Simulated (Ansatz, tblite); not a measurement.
# Hf2(Br)8: spin-state energies by level

Aim: set other spin states of Hf2(Br)8 against its singlet, on many levels of theory.

Program: Ansatz 0.2.0, Gaussian basis. Level of theory: as each input shows. These are calculated values, not measurements.

Plan: triplet, at the geometry of the singlet (GFN1-xTB, GFN2-xTB, PBE-D4/def2-SVP, r2SCAN-D4/def2-SVP); the singlet's energies come from earlier runs.

6 further runs of the same task are left out: 5 that didn't finish, 1 set aside as unsound or not needed.

## Step 1: The geometry

The singlet was relaxed beforehand with PBE-D4/def2-SVP.

10 atoms, charge 0, spin multiplicity 1.

Bond lengths: Hf1–Br2 2.486 Å, Hf1–Br3 2.491 Å, Hf1–Br4 2.488 Å, Hf1–Br5 2.649 Å, Hf1–Br10 2.895 Å, Br5–Hf6 2.891 Å, Hf6–Br7 2.486 Å, Hf6–Br8 2.489 Å, Hf6–Br9 2.492 Å, Hf6–Br10 2.647 Å. Angles: Br2–Hf1–Br3 100.1°, Br2–Hf1–Br4 112.2°, Br2–Hf1–Br5 121.5°, Br2–Hf1–Br10 86.6°, Br3–Hf1–Br4 99.9°, Br3–Hf1–Br5 90.0°, Br3–Hf1–Br10 168.2°, Br4–Hf1–Br5 122.6°, Br4–Hf1–Br10 86.4°, Br5–Hf1–Br10 78.2°, Hf1–Br5–Hf6 101.8°, Br5–Hf6–Br7 86.7°, Br5–Hf6–Br8 86.3°, Br5–Hf6–Br9 168.2°, Br5–Hf6–Br10 78.3°, Br7–Hf6–Br8 112.2°, Br7–Hf6–Br9 100.1°, Br7–Hf6–Br10 121.4° and more.

Coordinates:

| atom | x (Å) | y (Å) | z (Å) |
| --- | --- | --- | --- |
| Hf1 | 0.49335 | 2.09380 | -0.06015 |
| Br2 | 0.73158 | 2.82253 | 2.30469 |
| Br3 | -0.74550 | 4.04219 | -0.99388 |
| Br4 | 2.62649 | 2.29807 | -1.32523 |
| Br5 | -1.46865 | 0.48361 | -0.81977 |
| Hf6 | -0.49295 | -2.09209 | 0.05929 |
| Br7 | -0.72903 | -2.82825 | -2.30375 |
| Br8 | -2.62801 | -2.29147 | 1.32335 |
| Br9 | 0.74087 | -4.04154 | 1.00092 |
| Br10 | 1.47185 | -0.48686 | 0.81454 |

Hf takes a core potential in the def2 sets. No spin-orbit coupling is included.

## Step 2: Triplet at the fixed geometry, GFN1-xTB

Tight binding, by tblite at 300 K electronic temperature and without a spin-polarisation term:

```python
tblite.interface.Calculator('GFN1-xTB', numbers, positions, charge=0, uhf=2).singlepoint()
```

Energy -917.7347 eV; 0.23 s.

## Step 3: Triplet at the fixed geometry, GFN2-xTB

Tight binding, by tblite at 300 K electronic temperature and without a spin-polarisation term:

```python
tblite.interface.Calculator('GFN2-xTB', numbers, positions, charge=0, uhf=2).singlepoint()
```

Energy -982.6541 eV; 0.34 s.

## Step 4: Triplet at the fixed geometry, PBE-D4/def2-SVP

in.yaml

```yaml
crystal:
  periodic: [false, false, false]
  atoms:
    - {symbol: Hf, position_ang: [0.493346, 2.093800, -0.060152]}
    - {symbol: Br, position_ang: [0.731578, 2.822531, 2.304691]}
    - {symbol: Br, position_ang: [-0.745499, 4.042186, -0.993884]}
    - {symbol: Br, position_ang: [2.626489, 2.298073, -1.325228]}
    - {symbol: Br, position_ang: [-1.468653, 0.483612, -0.819768]}
    - {symbol: Hf, position_ang: [-0.492949, -2.092087, 0.059292]}
    - {symbol: Br, position_ang: [-0.729032, -2.828250, -2.303749]}
    - {symbol: Br, position_ang: [-2.628010, -2.291467, 1.323349]}
    - {symbol: Br, position_ang: [0.740873, -4.041543, 1.000921]}
    - {symbol: Br, position_ang: [1.471847, -0.486865, 0.814536]}
basis:
  gaussian: {orbitals: def2-SVP}
magnetization: {spin_polarized: true, initial_magnetization: 2}
hamiltonian: {xc: pbe, dispersion: d4}
scf: {omitted_lower_state_checks: [starts]}
output: {orbitals: {seedname: orbitals}}
```

Launch:

```bash
$ ansatz run in.yaml --threads 6 --pin off --events-out ev --progress --plain --max-ram 7833MiB
```

Output:

```text
Functional definition: PBE
  name "PBE"
  cite "Perdew, Burke & Ernzerhof, Phys. Rev. Lett. 77, 3865 (1996) doi:10.1103/PhysRevLett.77.3865"
  parent pbe
  parameter kappa = 0.804
  parameter beta = 0.06672455060314922
  exchange = pbe_x(kappa = kappa, mu = beta*pi^2/3)
  correlation = pbe_c(beta = beta)
these checks for a lower state are left out or cut short: starts
3388 factors; their error is unknown
mean field evaluation 1: about -562845.7419 eV, gradient 1.8e1 eV
mean field evaluation 2: about -562838.4423 eV, gradient 3.2e1 eV
mean field evaluation 4: about -562845.0078 eV, gradient 1.4e1 eV
mean field evaluation 8: about -562846.5116 eV, gradient 1.6e-2 eV
mean field evaluation 16: about -562846.5116 eV, gradient 5.6e-4 eV
mean field -562846.51161976 eV, -20684.2277909581 hartree, gradient 3.0e-6 eV, S^2 2.003211; 0 other end points of the search recorded, 0 dependent functions left out
reference -562846.51171431 eV, -20684.2277944326 hartree; 153, 151 occupied and 167, 169 virtual orbitals, 3388 factors
Total energy: -562847.25499306 eV, -20684.2551094230 hartree
Checks for a lower state left out: starts
```

It took 1.9 min on 6 threads of Intel Xeon at 2.50GHz, shared host; peak memory 2.2 GiB.

Report: HOMO -3.43 eV, LUMO -7.41 eV (over both spins; with the spin held, an empty level of the minority spin lies below the top filled one); ⟨S²⟩ 2.003 (pure: 2.00).

## Step 5: Triplet at the fixed geometry, r2SCAN-D4/def2-SVP

start.molden holds the orbitals of an earlier run on this state, given as this run's starting guess.

in.yaml, as its differences from that of step 4:

```diff
@@ -14,5 +14,5 @@
 basis:
-  gaussian: {orbitals: def2-SVP}
+  gaussian: {orbitals: def2-SVP, initial_orbitals: start.molden}
 magnetization: {spin_polarized: true, initial_magnetization: 2}
-hamiltonian: {xc: pbe, dispersion: d4}
+hamiltonian: {xc: r2scan, dispersion: d4}
 scf: {omitted_lower_state_checks: [starts]}
```

Same command.

Output (excerpt; [...] marks lines left out):

```text
Functional definition: r2SCAN
  name "r2SCAN"
  cite "Furness, Kaplan, Ning, Perdew & Sun, J. Phys. Chem. Lett. 11, 8208 (2020) doi:10.1021/acs.jpclett.0c02405"
  cite "Furness, Kaplan, Ning, Perdew & Sun, J. Phys. Chem. Lett. 11, 9248 (2020) doi:10.1021/acs.jpclett.0c03077"
  parent r2scan
[...]
3388 factors; their error is unknown
[...]
mean field -562929.45789550 eV, -20687.2760103687 hartree, gradient 4.4e-6 eV, S^2 2.006181; 0 other end points of the search recorded, 0 dependent functions left out
reference -562929.45793619 eV, -20687.2760118639 hartree; 153, 151 occupied and 167, 169 virtual orbitals, 3388 factors
Total energy: -562929.64092932 eV, -20687.2827367373 hartree
Checks for a lower state left out: starts
```

Run time: 5.7 min. Hardware: 6 threads of Intel Xeon at 2.50GHz, shared host; peak memory 2.4 GiB.

From the report: HOMO -3.72 eV, LUMO -7.79 eV (over both spins; with the spin held, an empty level of the minority spin lies below the top filled one); ⟨S²⟩ 2.006 (pure: 2.00).

## Step 6: Triplet less singlet, vertical

The singlet's energies are those of its earlier runs, whose logs aren't repeated here.

| level | triplet less singlet, vertical (eV) | time |
| --- | --- | --- |
| GFN1-xTB | +2.909 | 0.36 s |
| GFN2-xTB | +2.788 | 0.49 s |
| PBE-D4/def2-SVP | +3.850 | 2.1 min |
| r2SCAN-D4/def2-SVP | +4.104 | 6.3 min |

Times add the two runs; a level without a time comes out of a correlated run. Tight binding without a spin term can't rank spin states.

## Step 7: Summary of results

```
                                               quantity                                     value
triplet less singlet, vertical, functionals in def2-SVP  +3.850 (PBE-D4) to +4.104 eV (r2SCAN-D4)
```

All functionals put the triplet above the singlet, over a spread of 0.255 eV. The checks for a lower triplet were left out, so another state of that spin may lie lower. The singlet here is a closed shell; an open-shell singlet can lie lower. These are electronic energies, without zero-point motion, entropy or surroundings. Spin-orbit coupling is left out too; for so heavy a metal it can shift spin gaps by tenths of an eV.
